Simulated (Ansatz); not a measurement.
# Zr2: the cost of one run

Program: Ansatz 0.2.0, Gaussian basis. Level of theory: def2-TZVPP, core rule «outside noble gas», up to 8 orbitals frozen. These are calculated values, not measurements.

The runs, in order: UHF; ROHF; CCSD(T) on UHF.

### 1 What is computed

The geometry is a PBE0/def2-TZVP stationary point (not a proven minimum). No spin-orbit coupling is included. Elements past krypton take def2 core potentials.

2 atoms, charge 0, spin multiplicity 5.

Atoms are counted from 1 here; the program's logs count them from 0.

Bond lengths: Zr1–Zr2 2.388 Å.

### 2 UHF

Contents of in.yaml:

```yaml
crystal:
  periodic: [false, false, false]
  atoms:
    - {symbol: Zr, position_ang: [0.000000, 0.000000, 0.000000]}
    - {symbol: Zr, position_ang: [0.000000, 0.000000, 2.387600]}
basis:
  gaussian: {orbitals: def2-TZVPP}
magnetization: {spin_polarized: true, initial_magnetization: 4}
hamiltonian: {xc: hf}
output: {orbitals: {seedname: orbitals}}
```

Command:

```
ansatz run in.yaml --threads 1 --pin off --events-out ev --progress --plain --max-ram 2816MiB --backend cpu
```

What time and memory should one allow on 1 thread of AMD EPYC 7R13, shared host?

About 56 s, with a peak of 0.29 GiB.
